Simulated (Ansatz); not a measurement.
# CH₇AlBNSi: a ladder of functionals and wavefunction methods

One table from this session's results is given with a row withheld; the runs are named, their logs left out.

Computed with Ansatz 0.2.0, Gaussian basis. Level: functionals in def2-TZVPP, the program's frozen cores in correlated methods.

The runs, in order: PBE-D4, r2SCAN-D4, PBE0-D4, B3LYP-D4, ωB97X-V, ωB97M-V, B2PLYP; CCSD(T)/def2-TZVPP; MP2/def2-QZVPP; extrapolation to the limit.

### The geometry

An earlier PBE0-D4 in a triple-zeta def2 set relaxation fixed the geometry.

SMILES `B[SiH2][CH]1[NH][AlH]1`, 12 atoms, charge 0, spin multiplicity 1.

Atoms are counted from 1 here; the program's logs count them from 0.

Bond lengths: B1–Si2 2.002 Å, B1–H6 1.198 Å, B1–H7 1.198 Å, Si2–C3 1.878 Å, Si2–H8 1.498 Å, Si2–H9 1.493 Å, C3–N4 1.517 Å, C3–Al5 1.925 Å, C3–H10 1.094 Å, N4–Al5 1.719 Å, N4–H11 1.004 Å, Al5–H12 1.568 Å. Angles: Si2–B1–H6 121.2°, Si2–B1–H7 121.7°, H6–B1–H7 116.6°, B1–Si2–C3 106.5°, B1–Si2–H8 112.6°, B1–Si2–H9 113.2°, C3–Si2–H8 107.7°, C3–Si2–H9 109.4°, H8–Si2–H9 107.4°, Si2–C3–N4 117.5°, Si2–C3–Al5 118.7°, Si2–C3–H10 114.6°, N4–C3–Al5 58.5°, N4–C3–H10 114.9°, Al5–C3–H10 120.8°, C3–N4–Al5 72.7°, C3–N4–H11 121.0°, Al5–N4–H11 164.4° and more.

As a file:

```xyz
12
charge 0, multiplicity 1
B    -0.1733    1.5642    1.6798
Si   -0.7584    0.8811   -0.1090
C     0.6184   -0.2365   -0.7280
N     0.8271   -1.5549   -0.0081
Al    0.1479   -1.9150   -1.5457
H    -0.2283    0.8728    2.6571
H     0.3746    2.6224    1.8015
H    -2.0095    0.0608   -0.0309
H    -0.9985    1.9682   -1.1038
H     1.5378    0.2855   -1.0086
H     1.1013   -1.5783    0.9575
H    -0.3621   -3.0253   -2.5277
```

The first run:

File in.yaml:

```yaml
crystal:
  periodic: [false, false, false]
  atoms:
    - {symbol: B, position_ang: [-0.173305, 1.564219, 1.679789]}
    - {symbol: Si, position_ang: [-0.758417, 0.881059, -0.108978]}
    - {symbol: C, position_ang: [0.618391, -0.236539, -0.728044]}
    - {symbol: N, position_ang: [0.827076, -1.554916, -0.008148]}
    - {symbol: Al, position_ang: [0.147946, -1.914968, -1.545668]}
    - {symbol: H, position_ang: [-0.228255, 0.872757, 2.657062]}
    - {symbol: H, position_ang: [0.374613, 2.622384, 1.801480]}
    - {symbol: H, position_ang: [-2.009531, 0.060793, -0.030866]}
    - {symbol: H, position_ang: [-0.998547, 1.968189, -1.103795]}
    - {symbol: H, position_ang: [1.537782, 0.285534, -1.008577]}
    - {symbol: H, position_ang: [1.101255, -1.578311, 0.957542]}
    - {symbol: H, position_ang: [-0.362110, -3.025302, -2.527697]}
basis:
  gaussian: {orbitals: def2-TZVPP}
hamiltonian: {xc: pbe, dispersion: d4}
output: {forces: true, orbitals: {seedname: orbitals}}
```

The run is started by

```console
ansatz run in.yaml --threads 4 --pin off --events-out ev --progress --plain --max-ram 10444MiB
```

Steps of the session up to this table: PBE-D4 (GGA); r2SCAN-D4 (meta-GGA); PBE0-D4 (hybrid); B3LYP-D4 (hybrid); ωB97X-V (range-separated); ωB97M-V (range-separated); B2PLYP (double hybrid); CCSD(T) in def2-TZVPP; MP2 in def2-QZVPP.

One of the session's tables, all rows but one given; the rest of the session is left out.

It belongs to the step «Atomisation energies». 

```
            method  atomisation energy (kcal/mol)
            PBE-D4                              ?
         r2SCAN-D4                          918.3
           PBE0-D4                          914.0
          B3LYP-D4                          916.8
           ωB97X-V                          921.2
           ωB97M-V                          918.3
            B2PLYP                          903.6
     HF/def2-TZVPP                          657.4
    MP2/def2-TZVPP                          896.0
   CCSD/def2-TZVPP                          872.6
CCSD(T)/def2-TZVPP                          886.2
           MP2/CBS                          922.5
       CCSD(T)/CBS                          912.7
```

Q: Estimate the row for PBE-D4 from the others.

**Answer.** atomisation energy (kcal/mol): 927.1. In the column «atomisation energy (kcal/mol)» it is the highest.

To keep in mind: Free atoms (1 B, 1 Si, 1 C, 1 N, 1 Al, 7 H) were run apart at each level; the atomisation energy is their sum less the molecule, without zero-point or spin-orbit terms.
